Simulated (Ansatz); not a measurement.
# Ge2 (triplet): wB97M-V, B2PLYP over vertical spin and charge gaps, def2-QZVPP

How well do these functionals follow the top wave-function level for Ge2 (triplet) over vertical spin and charge gaps?

Method: def2-QZVPP, all electrons in the functionals, frozen cores in the correlation of double hybrids and RPA; program: Ansatz 0.2.0, Gaussian basis.

To be run: wB97M-V, B2PLYP, at charge 0, triplet; charge 0, singlet; charge 0, quintet; charge 1, doublet; charge 1, quartet.

10 further runs of the same task are left out: 10 set aside as unsound or not needed.

### Step 1. What is computed

The geometry is a PBE0/def2-TZVP stationary point (not a proven minimum). No spin-orbit coupling is included. The filled d shell of Ge may be among the frozen orbitals whatever the setting's name suggests; the logs give the count.

2 atoms, charge 0, spin multiplicity 3.

Atoms are counted from 1 here; the program's logs count them from 0.

Bond lengths: Ge1–Ge2 2.383 Å.

No dispersion term is added; wB97M-V holds VV10 nonlocal correlation.

The geometry shown and the zero of energy belong to the point charge 0, triplet. The yardstick, RCCSD(T), and other wave-function levels (R restricted, U unrestricted, valence and pair active spaces) come from earlier runs.

### Step 2. wB97M-V, charge 0, triplet

in.yaml reads:

```yaml
crystal:
  periodic: [false, false, false]
  atoms:
    - {symbol: Ge, position_ang: [0.000000, 0.000000, 0.000000]}
    - {symbol: Ge, position_ang: [0.000000, 0.000000, 2.383102]}
basis:
  gaussian: {orbitals: "def2-QZVPP.json"}
magnetization: {spin_polarized: true, initial_magnetization: 2}
hamiltonian: {xc: {name: wB97M-V}}
output: {orbitals: {seedname: orbitals}}
```

Run with:

```bash
$ ansatz run in.yaml --threads 2 --pin off --events-out ev --progress --plain --max-ram 24576MiB --backend cuda --devices 0, --max-vram 18GiB
```

Standard output, cut to the lines that bear on the results:

```text
Functional definition: wB97M-V
  name "wB97M-V"
  cite "Mardirossian & Head-Gordon, J. Chem. Phys. 144, 214110 (2016) doi:10.1063/1.4952647"
  cite "Becke, J. Chem. Phys. 107, 8554 (1997) doi:10.1063/1.475007"
  cite "Vydrov & Van Voorhis, J. Chem. Phys. 133, 244103 (2010) doi:10.1063/1.3521275"
  # Of w^i u^j: cxij and so on, Table III.
[...]
  gx(w, u) = 1 - cx + cx01*u + cx10*w
  gss(w, u) = css00 + css04*u^4 + css10*w + css20*w^2 + css43*w^4*u^3
  gos(w, u) = cos00 + cos10*w + (cos20 + cos21*u)*w^2 + (cos60 + cos61*u)*w^6
[...]
      + integral(e_c_pw_mod_opposite_spin*gos(b97_w_opposite, b97_u_opposite)) + vv10(b, c)
1072 factors; their error is unknown
162 factors; integrals over basis functions are off by at most 5.8e-5 eV
[...]
mean field -113030.70188116 eV, -4153.8016791710 hartree, gradient 3.8e-6 eV, S^2 2.002848; 3 other end points of the search recorded, 0 dependent functions left out
reference -113030.70191295 eV, -4153.8016803394 hartree; 33, 31 occupied and 145, 147 virtual orbitals, 1072 factors
Total energy: -113030.70191295 eV, -4153.8016803394 hartree
```

Wall time 35 s (1 × H100 (card shared with other runs) with 2 threads of AMD EPYC 7R13, shared host); peak host memory 0.89 GiB.

From the report: ⟨S²⟩ of the determinant 2.003 (pure triplet: 2.00).

### Step 3. wB97M-V, charge 0, singlet

Changes to in.yaml since step 2:

```diff
@@ -7,3 +7,3 @@
   gaussian: {orbitals: "def2-QZVPP.json"}
-magnetization: {spin_polarized: true, initial_magnetization: 2}
+magnetization: {spin_polarized: true, initial_magnetization: 0}
 hamiltonian: {xc: {name: wB97M-V}}
```

Launched as before.

Standard output, cut to the lines that bear on the results:

```text
Functional definition: wB97M-V
  name "wB97M-V"
  cite "Mardirossian & Head-Gordon, J. Chem. Phys. 144, 214110 (2016) doi:10.1063/1.4952647"
  cite "Becke, J. Chem. Phys. 107, 8554 (1997) doi:10.1063/1.475007"
  cite "Vydrov & Van Voorhis, J. Chem. Phys. 133, 244103 (2010) doi:10.1063/1.3521275"
  # Of w^i u^j: cxij and so on, Table III.
[...]
  gx(w, u) = 1 - cx + cx01*u + cx10*w
  gss(w, u) = css00 + css04*u^4 + css10*w + css20*w^2 + css43*w^4*u^3
  gos(w, u) = cos00 + cos10*w + (cos20 + cos21*u)*w^2 + (cos60 + cos61*u)*w^6
[...]
      + integral(e_c_pw_mod_opposite_spin*gos(b97_w_opposite, b97_u_opposite)) + vv10(b, c)
1072 factors; their error is unknown
162 factors; integrals over basis functions are off by at most 5.8e-5 eV
[...]
mean field -113030.51699410 eV, -4153.7948846972 hartree, gradient 2.3e-6 eV, S^2 1.003490; 9 other end points of the search recorded, 0 dependent functions left out
reference -113030.51702605 eV, -4153.7948858712 hartree; 32, 32 occupied and 146, 146 virtual orbitals, 1072 factors
Total energy: -113030.51702605 eV, -4153.7948858712 hartree
```

It took 19 s on 1 × H100 (card shared with other runs) with 2 threads of AMD EPYC 7R13, shared host; peak host memory 0.9 GiB.

From the report: ⟨S²⟩ of the determinant 1.003 (pure singlet: 0.00). The determinant is far from a pure spin state, so its energy mixes those of several spin states (harmless only where they are near-degenerate, as at dissociation).

From charge 0, triplet: +17.8 kJ/mol.

### Step 4. wB97M-V, charge 0, quintet

Changes to in.yaml since step 3:

```diff
@@ -7,3 +7,3 @@
   gaussian: {orbitals: "def2-QZVPP.json"}
-magnetization: {spin_polarized: true, initial_magnetization: 0}
+magnetization: {spin_polarized: true, initial_magnetization: 4}
 hamiltonian: {xc: {name: wB97M-V}}
```

The command is unchanged.

Standard output, cut to the lines that bear on the results:

```text
Functional definition: wB97M-V
  name "wB97M-V"
  cite "Mardirossian & Head-Gordon, J. Chem. Phys. 144, 214110 (2016) doi:10.1063/1.4952647"
  cite "Becke, J. Chem. Phys. 107, 8554 (1997) doi:10.1063/1.475007"
  cite "Vydrov & Van Voorhis, J. Chem. Phys. 133, 244103 (2010) doi:10.1063/1.3521275"
  # Of w^i u^j: cxij and so on, Table III.
[...]
  gx(w, u) = 1 - cx + cx01*u + cx10*w
  gss(w, u) = css00 + css04*u^4 + css10*w + css20*w^2 + css43*w^4*u^3
  gos(w, u) = cos00 + cos10*w + (cos20 + cos21*u)*w^2 + (cos60 + cos61*u)*w^6
[...]
      + integral(e_c_pw_mod_opposite_spin*gos(b97_w_opposite, b97_u_opposite)) + vv10(b, c)
1072 factors; their error is unknown
162 factors; integrals over basis functions are off by at most 5.8e-5 eV
[...]
mean field -113029.28147846 eV, -4153.7494803347 hartree, gradient 8.9e-5 eV, S^2 6.004299; 0 other end points of the search recorded, 0 dependent functions left out
reference -113029.28150937 eV, -4153.7494814708 hartree; 34, 30 occupied and 144, 148 virtual orbitals, 1072 factors
Total energy: -113029.28150937 eV, -4153.7494814708 hartree
```

It took 6 s on 1 × H100 (card shared with other runs) with 2 threads of AMD EPYC 7R13, shared host; peak host memory 0.86 GiB.

From the report: ⟨S²⟩ of the determinant 6.004 (pure quintet: 6.00).

From charge 0, triplet: +137.0 kJ/mol.

### Step 5. wB97M-V, charge 1, doublet

Changes to in.yaml since step 4:

```diff
@@ -7,3 +7,4 @@
   gaussian: {orbitals: "def2-QZVPP.json"}
-magnetization: {spin_polarized: true, initial_magnetization: 4}
+total_charge: 1
+magnetization: {spin_polarized: true, initial_magnetization: 1}
 hamiltonian: {xc: {name: wB97M-V}}
```

Same command.

Standard output, cut to the lines that bear on the results:

```text
Functional definition: wB97M-V
  name "wB97M-V"
  cite "Mardirossian & Head-Gordon, J. Chem. Phys. 144, 214110 (2016) doi:10.1063/1.4952647"
  cite "Becke, J. Chem. Phys. 107, 8554 (1997) doi:10.1063/1.475007"
  cite "Vydrov & Van Voorhis, J. Chem. Phys. 133, 244103 (2010) doi:10.1063/1.3521275"
  # Of w^i u^j: cxij and so on, Table III.
[...]
  gx(w, u) = 1 - cx + cx01*u + cx10*w
  gss(w, u) = css00 + css04*u^4 + css10*w + css20*w^2 + css43*w^4*u^3
  gos(w, u) = cos00 + cos10*w + (cos20 + cos21*u)*w^2 + (cos60 + cos61*u)*w^6
[...]
      + integral(e_c_pw_mod_opposite_spin*gos(b97_w_opposite, b97_u_opposite)) + vv10(b, c)
1072 factors; their error is unknown
162 factors; integrals over basis functions are off by at most 5.8e-5 eV
[...]
mean field -113022.85725930 eV, -4153.5133946351 hartree, gradient 3.3e-6 eV, S^2 1.615859; 14 other end points of the search recorded, 0 dependent functions left out
reference -113022.85729685 eV, -4153.5133960152 hartree; 32, 31 occupied and 146, 147 virtual orbitals, 1072 factors
Total energy: -113022.85729685 eV, -4153.5133960152 hartree
```

It took 35 s on 1 × H100 (card shared with other runs) with 2 threads of AMD EPYC 7R13, shared host; peak host memory 0.9 GiB.

From the report: ⟨S²⟩ of the determinant 1.616 (pure doublet: 0.75). The determinant is far from a pure spin state, so its energy mixes those of several spin states (harmless only where they are near-degenerate, as at dissociation).

From charge 0, triplet: +756.9 kJ/mol.

### Step 6. wB97M-V, charge 1, quartet

Changes to in.yaml since step 5:

```diff
@@ -8,3 +8,3 @@
 total_charge: 1
-magnetization: {spin_polarized: true, initial_magnetization: 1}
+magnetization: {spin_polarized: true, initial_magnetization: 3}
 hamiltonian: {xc: {name: wB97M-V}}
```

The command is unchanged.

Standard output, cut to the lines that bear on the results:

```text
Functional definition: wB97M-V
  name "wB97M-V"
  cite "Mardirossian & Head-Gordon, J. Chem. Phys. 144, 214110 (2016) doi:10.1063/1.4952647"
  cite "Becke, J. Chem. Phys. 107, 8554 (1997) doi:10.1063/1.475007"
  cite "Vydrov & Van Voorhis, J. Chem. Phys. 133, 244103 (2010) doi:10.1063/1.3521275"
  # Of w^i u^j: cxij and so on, Table III.
[...]
  gx(w, u) = 1 - cx + cx01*u + cx10*w
  gss(w, u) = css00 + css04*u^4 + css10*w + css20*w^2 + css43*w^4*u^3
  gos(w, u) = cos00 + cos10*w + (cos20 + cos21*u)*w^2 + (cos60 + cos61*u)*w^6
[...]
      + integral(e_c_pw_mod_opposite_spin*gos(b97_w_opposite, b97_u_opposite)) + vv10(b, c)
1072 factors; their error is unknown
162 factors; integrals over basis functions are off by at most 5.8e-5 eV
[...]
mean field -113023.11451753 eV, -4153.5228487006 hartree, gradient 2.2e-5 eV, S^2 3.754145; 1 other end points of the search recorded, 0 dependent functions left out
reference -113023.11455457 eV, -4153.5228500619 hartree; 33, 30 occupied and 145, 148 virtual orbitals, 1072 factors
Total energy: -113023.11455457 eV, -4153.5228500619 hartree
```

It took 8 s on 1 × H100 (card shared with other runs) with 2 threads of AMD EPYC 7R13, shared host; peak host memory 0.86 GiB.

From the report: ⟨S²⟩ of the determinant 3.754 (pure quartet: 3.75).

From charge 0, triplet: +732.1 kJ/mol.

### Step 7. B2PLYP, charge 0, triplet

in.yaml reads:

```yaml
crystal:
  periodic: [false, false, false]
  atoms:
    - {symbol: Ge, position_ang: [0.000000, 0.000000, 0.000000]}
    - {symbol: Ge, position_ang: [0.000000, 0.000000, 2.383102]}
basis:
  gaussian: {orbitals: "def2-QZVPP.json"}
magnetization: {spin_polarized: true, initial_magnetization: 2}
hamiltonian: {xc: {name: B2PLYP}}
correlation: {electrons: outside_noble_gas}
```

Launched as before.

Standard output, cut to the lines that bear on the results:

```text
Functional definition: B2PLYP
  name "B2PLYP"
  cite "Grimme, J. Chem. Phys. 124, 034108 (2006) doi:10.1063/1.2148954"
  cite "Becke, Phys. Rev. A 38, 3098 (1988) doi:10.1103/PhysRevA.38.3098"
  cite "Lee, Yang & Parr, Phys. Rev. B 37, 785 (1988) doi:10.1103/PhysRevB.37.785"
[...]
1220 factors; integrals over basis functions are off by at most 8.6e-4 eV
[...]
mean field -113013.08878997 eV, -4153.1544100083 hartree, gradient 1.5e-6 eV, S^2 2.004949; 6 other end points of the search recorded, 0 dependent functions left out
28 core orbitals not correlated: weight in the atoms' cores, before any rotation towards them, 0.999 or more for the frozen orbitals, at most 0.000 for the correlated occupied ones
reference -113013.08889654 eV, -4153.1544139248 hartree; 5, 3 occupied and 145, 147 virtual orbitals, 1220 factors
second order -5.48478431 eV of doubles, -0.00000000 eV of singles
Total energy: -113014.56978830 eV, -4153.2088356933 hartree
```

Run time: 17 s. Hardware: 1 × H100 (card shared with other runs) with 2 threads of AMD EPYC 7R13, shared host; peak host memory 0.92 GiB.

From the report: ⟨S²⟩ of the determinant 2.005 (pure triplet: 2.00).

### Step 8. B2PLYP, charge 0, singlet

Changes to in.yaml since step 7:

```diff
@@ -7,3 +7,3 @@
   gaussian: {orbitals: "def2-QZVPP.json"}
-magnetization: {spin_polarized: true, initial_magnetization: 2}
+magnetization: {spin_polarized: true, initial_magnetization: 0}
 hamiltonian: {xc: {name: B2PLYP}}
```

Launched as before.

Standard output, cut to the lines that bear on the results:

```text
Functional definition: B2PLYP
  name "B2PLYP"
  cite "Grimme, J. Chem. Phys. 124, 034108 (2006) doi:10.1063/1.2148954"
  cite "Becke, Phys. Rev. A 38, 3098 (1988) doi:10.1103/PhysRevA.38.3098"
  cite "Lee, Yang & Parr, Phys. Rev. B 37, 785 (1988) doi:10.1103/PhysRevB.37.785"
[...]
1220 factors; integrals over basis functions are off by at most 8.6e-4 eV
[...]
mean field -113012.92369197 eV, -4153.1483427687 hartree, gradient 2.0e-6 eV, S^2 1.008338; 11 other end points of the search recorded, 0 dependent functions left out
28 core orbitals not correlated: weight in the atoms' cores, before any rotation towards them, 0.999 or more for the frozen orbitals, at most 0.000 for the correlated occupied ones
reference -113012.92379764 eV, -4153.1483466520 hartree; 4, 4 occupied and 146, 146 virtual orbitals, 1220 factors
second order -5.52754600 eV of doubles, -0.00000000 eV of singles
Total energy: -113014.41623506 eV, -4153.2031927157 hartree
```

It took 16 s on 1 × H100 (card shared with other runs) with 2 threads of AMD EPYC 7R13, shared host; peak host memory 0.93 GiB.

From the report: ⟨S²⟩ of the determinant 1.008 (pure singlet: 0.00). The determinant is far from a pure spin state, so its energy mixes those of several spin states (harmless only where they are near-degenerate, as at dissociation).

From charge 0, triplet: +14.8 kJ/mol.

### Step 9. B2PLYP, charge 0, quintet

Changes to in.yaml since step 8:

```diff
@@ -7,3 +7,3 @@
   gaussian: {orbitals: "def2-QZVPP.json"}
-magnetization: {spin_polarized: true, initial_magnetization: 0}
+magnetization: {spin_polarized: true, initial_magnetization: 4}
 hamiltonian: {xc: {name: B2PLYP}}
```

Same command.

Standard output, cut to the lines that bear on the results:

```text
Functional definition: B2PLYP
  name "B2PLYP"
  cite "Grimme, J. Chem. Phys. 124, 034108 (2006) doi:10.1063/1.2148954"
  cite "Becke, Phys. Rev. A 38, 3098 (1988) doi:10.1103/PhysRevA.38.3098"
  cite "Lee, Yang & Parr, Phys. Rev. B 37, 785 (1988) doi:10.1103/PhysRevB.37.785"
[...]
1220 factors; integrals over basis functions are off by at most 8.6e-4 eV
[...]
mean field -113011.83307145 eV, -4153.1082632040 hartree, gradient 3.8e-6 eV, S^2 6.004685; 0 other end points of the search recorded, 0 dependent functions left out
28 core orbitals not correlated: weight in the atoms' cores, before any rotation towards them, 0.999 or more for the frozen orbitals, at most 0.000 for the correlated occupied ones
reference -113011.83318426 eV, -4153.1082673496 hartree; 6, 2 occupied and 144, 148 virtual orbitals, 1220 factors
second order -4.70992362 eV of doubles, -0.00000000 eV of singles
Total energy: -113013.10486363 eV, -4153.1550007048 hartree
```

Run time: 6.5 s. Hardware: 1 × H100 (card shared with other runs) with 2 threads of AMD EPYC 7R13, shared host; peak host memory 0.92 GiB.

From the report: ⟨S²⟩ of the determinant 6.005 (pure quintet: 6.00).

From charge 0, triplet: +141.3 kJ/mol.

### Step 10. B2PLYP, charge 1, doublet

Changes to in.yaml since step 9:

```diff
@@ -7,3 +7,4 @@
   gaussian: {orbitals: "def2-QZVPP.json"}
-magnetization: {spin_polarized: true, initial_magnetization: 4}
+total_charge: 1
+magnetization: {spin_polarized: true, initial_magnetization: 1}
 hamiltonian: {xc: {name: B2PLYP}}
```

Launched as before.

Standard output, cut to the lines that bear on the results:

```text
Functional definition: B2PLYP
  name "B2PLYP"
  cite "Grimme, J. Chem. Phys. 124, 034108 (2006) doi:10.1063/1.2148954"
  cite "Becke, Phys. Rev. A 38, 3098 (1988) doi:10.1103/PhysRevA.38.3098"
  cite "Lee, Yang & Parr, Phys. Rev. B 37, 785 (1988) doi:10.1103/PhysRevB.37.785"
[...]
1220 factors; integrals over basis functions are off by at most 8.6e-4 eV
[...]
mean field -113005.57035050 eV, -4152.8781124541 hartree, gradient 6.5e-6 eV, S^2 1.692097; 11 other end points of the search recorded, 0 dependent functions left out
28 core orbitals not correlated: weight in the atoms' cores, before any rotation towards them, 0.999 or more for the frozen orbitals, at most 0.000 for the correlated occupied ones
reference -113005.57046686 eV, -4152.8781167304 hartree; 4, 3 occupied and 146, 147 virtual orbitals, 1220 factors
second order -4.20173093 eV of doubles, -0.00000000 eV of singles
Total energy: -113006.70493421 eV, -4152.9198076366 hartree
```

It took 11 s on 1 × H100 (card shared with other runs) with 2 threads of AMD EPYC 7R13, shared host; peak host memory 0.92 GiB.

From the report: ⟨S²⟩ of the determinant 1.692 (pure doublet: 0.75). The determinant is far from a pure spin state, so its energy mixes those of several spin states (harmless only where they are near-degenerate, as at dissociation).

From charge 0, triplet: +758.8 kJ/mol.

### Step 11. B2PLYP, charge 1, quartet

Changes to in.yaml since step 10:

```diff
@@ -8,3 +8,3 @@
 total_charge: 1
-magnetization: {spin_polarized: true, initial_magnetization: 1}
+magnetization: {spin_polarized: true, initial_magnetization: 3}
 hamiltonian: {xc: {name: B2PLYP}}
```

The command is unchanged.

Standard output, cut to the lines that bear on the results:

```text
Functional definition: B2PLYP
  name "B2PLYP"
  cite "Grimme, J. Chem. Phys. 124, 034108 (2006) doi:10.1063/1.2148954"
  cite "Becke, Phys. Rev. A 38, 3098 (1988) doi:10.1103/PhysRevA.38.3098"
  cite "Lee, Yang & Parr, Phys. Rev. B 37, 785 (1988) doi:10.1103/PhysRevB.37.785"
[...]
1220 factors; integrals over basis functions are off by at most 8.6e-4 eV
[...]
mean field -113005.79565894 eV, -4152.8863923867 hartree, gradient 1.5e-6 eV, S^2 3.754744; 4 other end points of the search recorded, 0 dependent functions left out
28 core orbitals not correlated: weight in the atoms' cores, before any rotation towards them, 0.999 or more for the frozen orbitals, at most 0.000 for the correlated occupied ones
reference -113005.79577725 eV, -4152.8863967343 hartree; 5, 2 occupied and 145, 148 virtual orbitals, 1220 factors
second order -4.60513369 eV of doubles, -0.00000000 eV of singles
Total energy: -113007.03916334 eV, -4152.9320903305 hartree
```

Run time: 7.5 s. Hardware: 1 × H100 (card shared with other runs) with 2 threads of AMD EPYC 7R13, shared host; peak host memory 0.92 GiB.

From the report: ⟨S²⟩ of the determinant 3.755 (pure quartet: 3.75).

From charge 0, triplet: +726.6 kJ/mol.

### Step 12. The comparison

No level is safe as a reference over these points; RCCSD(T) serves as a yardstick only. It comes from earlier runs at the same points. Energies in kJ/mol, counted from charge 0, triplet; blanks weren't run or aren't comparable.

| level | triplet to singlet | triplet to quintet | ionisation to the doublet cation | ionisation to the quartet cation |
| --- | --- | --- | --- | --- |
| RCCSD(T) | 51.6 | 132.4 | 793.7 | 728.8 |
| wB97M-V | 17.8 | 137.0 | 756.9 | 732.1 |
| B2PLYP | 14.8 | 141.3 | 758.8 | 726.6 |

Largest miss and mean time a point (RCCSD(T) took 22 s a point; shared hosts):

| level | largest miss (kJ/mol) | where | time a point |
| --- | --- | --- | --- |
| wB97M-V | -36.8 | ionisation to the doublet cation | 20 s |
| B2PLYP | -36.8 | triplet to singlet | 12 s |

### Step 13. Results

```
                                  quantity                                            value
              triplet to singlet, RCCSD(T)                                      51.6 kJ/mol
              triplet to quintet, RCCSD(T)                                     132.4 kJ/mol
ionisation to the doublet cation, RCCSD(T)                                     793.7 kJ/mol
ionisation to the quartet cation, RCCSD(T)                                     728.8 kJ/mol
                     largest miss, wB97M-V  -36.8 kJ/mol (ionisation to the doublet cation)
                      largest miss, B2PLYP                -36.8 kJ/mol (triplet to singlet)
```

**Reading.** All of them stay within 36.8 kJ/mol of the yardstick, too close to rank. wB97M-V, B2PLYP clearly break the spin symmetry at some points (⟨S²⟩ up to 1.01 above the pure value), so energy there is bought with a mixed spin. Functionals and the yardstick converge differently with the basis, so part of each miss in def2-QZVPP is the basis. The yardstick itself may be off where one determinant is a poor start.
